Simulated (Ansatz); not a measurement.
# La2NiO4: the cost of one run

Program: Ansatz 0.2.0. Level of theory: DFT LDA+U (U = 4 eV, J = 0.5 eV on Ni d), plane waves, PAW, no spin–orbit coupling unless a run says so. These are calculated values, not measurements.

## (1) The system as given

The structure is tetragonal, space group I4/mmm (No. 139). The conventional cell has a = 3.876 Å, b = 3.876 Å, c = 12.683 Å, α = 90.00°, β = 90.00°, γ = 90.00°. Around La (site symmetry 4mm) lie 5 O at 2.32 to 2.61 Å. Around Ni (site symmetry 4/mmm) lie 6 O at 1.94 to 2.28 Å. O (site symmetry mmm) is surrounded by 2 Ni at 1.94 Å and 4 La at 2.61 Å. O (site symmetry 4mm) has 1 Ni at 2.28 Å and 1 La at 2.32 Å as nearest neighbours.

Coordinates:

```
La Ni O
1.0
    -1.93800    1.93800    6.34150
     1.93800   -1.93800    6.34150
     1.93800    1.93800   -6.34150
La Ni O
2 1 4
Direct
  0.36250 0.36250 0.00000
  0.63750 0.63750 0.00000
  0.00000 0.00000 0.00000
  0.50000 0.00000 0.50000
  0.00000 0.50000 0.50000
  0.17970 0.17970 0.00000
  0.82030 0.82030 0.00000
```

Magnetic order typed: ferromagnetic.

An earlier series on this cell reached its lowest free state from «random orbitals: drawn by pairs, first filling», perhaps among other starts.

## (2) Random orbitals: single harmonics, second filling

input.yaml reads:

```yaml
crystal:
  lattice:
    - [-1.93799974, 1.93799974, 6.34149914]
    - [1.93799974, -1.93799974, 6.34149914]
    - [1.93799974, 1.93799974, -6.34149914]
  atoms:
    - { symbol: La, position: [0.3625, 0.3625, 0.0] }
    - { symbol: La, position: [0.6375, 0.6375, 0.0] }
    - { symbol: Ni, position: [0.0, 0.0, 0.0], spin: 0.3 }
    - { symbol: O, position: [0.5, 0.0, 0.5] }
    - { symbol: O, position: [0.0, 0.5, 0.5] }
    - { symbol: O, position: [0.1797, 0.1797, 0.0] }
    - { symbol: O, position: [0.8203, 0.8203, 0.0] }
basis:
  ecutwfc: 420
  ecutrho_ratio: 4
kpoints:
  mp_grid: { grid: [7, 7, 7] }
hamiltonian:
  xc: lda
  hubbard:
    sites:
      - { site: 2, l: d, u: 4.0, j: 0.5, starting_ns: [{ spin: up, occupation_matrix: s2up }, { spin: down, occupation_matrix: s2down }] }
    occupation_matrices:
      s2up:
        matrix:
          - [0.97, 0.0, 0.0, 0.0, 0.0]
          - [0.0, 0.97, 0.0, 0.0, 0.0]
          - [0.0, 0.0, 0.97, 0.0, 0.0]
          - [0.0, 0.0, 0.0, 0.02, 0.0]
          - [0.0, 0.0, 0.0, 0.0, 0.97]
      s2down:
        matrix:
          - [0.97, 0.0, 0.0, 0.0, 0.0]
          - [0.0, 0.02, 0.0, 0.0, 0.0]
          - [0.0, 0.0, 0.97, 0.0, 0.0]
          - [0.0, 0.0, 0.0, 0.97, 0.0]
          - [0.0, 0.0, 0.0, 0.0, 0.97]
    ns_hold: { iters: 12 }
scf:
  occupations: { method: gaussian, width: 0.05 }
  lower_state_search: "off"
  max_iter: 150
output:
  forces: true
  stress: true
  eigenvalues: true
  populations: true
  hubbard: { sites: [{ site: 2, l: d }] }
magnetization:
  spin_polarized: true
```

The typed matrices put 0.97 on the chosen orbitals and 0.02 on the others, and are held for 12 cycles.

The run is started by

```sh
$ ansatz run input.yaml --threads 4 --pin off --max-ram 6144MiB --backend cpu --events-out ev --progress --plain --runs-dir out
```

**Question.** How long does this run take on 4 threads of Arm Neoverse V2, shared host, and how much memory does it need?

About 47 s, with a peak of 0.9 GiB.
